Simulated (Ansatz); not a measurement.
# CH6BNS: the cost of one run

Program: Ansatz 0.2.0. Level of theory: RHF/def2-SVP. These are calculated values, not measurements.

## Step 1: Starting point

Bond lengths: C1–N2 1.415 Å, N2–B3 1.499 Å, B3–S4 1.946 Å, C1–H5 1.110 Å, C1–H6 1.160 Å, C1–H7 1.150 Å, N2–H8 1.020 Å, B3–H9 1.248 Å, S4–H10 1.383 Å. Angles: C1–N2–B3 108.5°, C1–N2–H8 107.9°, B3–N2–H8 105.5°, N2–C1–H5 116.3°, N2–C1–H6 109.8°, N2–C1–H7 111.8°, H5–C1–H6 106.0°, H5–C1–H7 109.0°, H6–C1–H7 103.1°, N2–B3–S4 123.7°, N2–B3–H9 120.0°, S4–B3–H9 116.1°, B3–S4–H10 89.8°.

As a file:

```xyz
10

C    -1.0259    0.4537   -0.4151
N    -0.7015   -0.3995    0.6657
B     0.7797   -0.3425    0.8903
S     2.0934   -0.9619   -0.4051
H    -0.6014    0.1778   -1.4031
H    -2.1766    0.4840   -0.5597
H    -0.7632    1.5502   -0.1869
H    -0.8975   -1.3579    0.3777
H     1.2300    0.0372    1.9907
H     2.1460    0.3077   -0.9516
```

## Step 2: End point A

Input file input.yaml:

```yaml
crystal:
  periodic: [false, false, false]
  atoms:
    - { symbol: C, position_ang: [-1.0259, 0.4537, -0.4151] }
    - { symbol: "N", position_ang: [-0.7015, -0.3995, 0.6657] }
    - { symbol: B, position_ang: [0.7797, -0.3425, 0.8903] }
    - { symbol: S, position_ang: [2.0934, -0.9619, -0.4051] }
    - { symbol: H, position_ang: [-0.6014, 0.1778, -1.4031] }
    - { symbol: H, position_ang: [-2.1766, 0.484, -0.5597] }
    - { symbol: H, position_ang: [-0.7632, 1.5502, -0.1869] }
    - { symbol: H, position_ang: [-0.8975, -1.3579, 0.3777] }
    - { symbol: H, position_ang: [1.23, 0.0372, 1.9907] }
    - { symbol: H, position_ang: [2.146, 0.3077, -0.9516] }
basis:
  gaussian: { orbitals: def2-SVP }
hamiltonian:
  xc: hf
relax:
  f_tol: 0.015
  max_steps: 40
```

Command:

```console
> ansatz run input.yaml --threads 1 --pin off --max-ram 2048MiB --backend cpu --events-out ev --progress --plain --runs-dir out
```

**Question.** How long does this run take on 1 thread of Arm Neoverse V2, shared host, and how much memory does it need?

About 29 s, with a peak of 0.16 GiB.
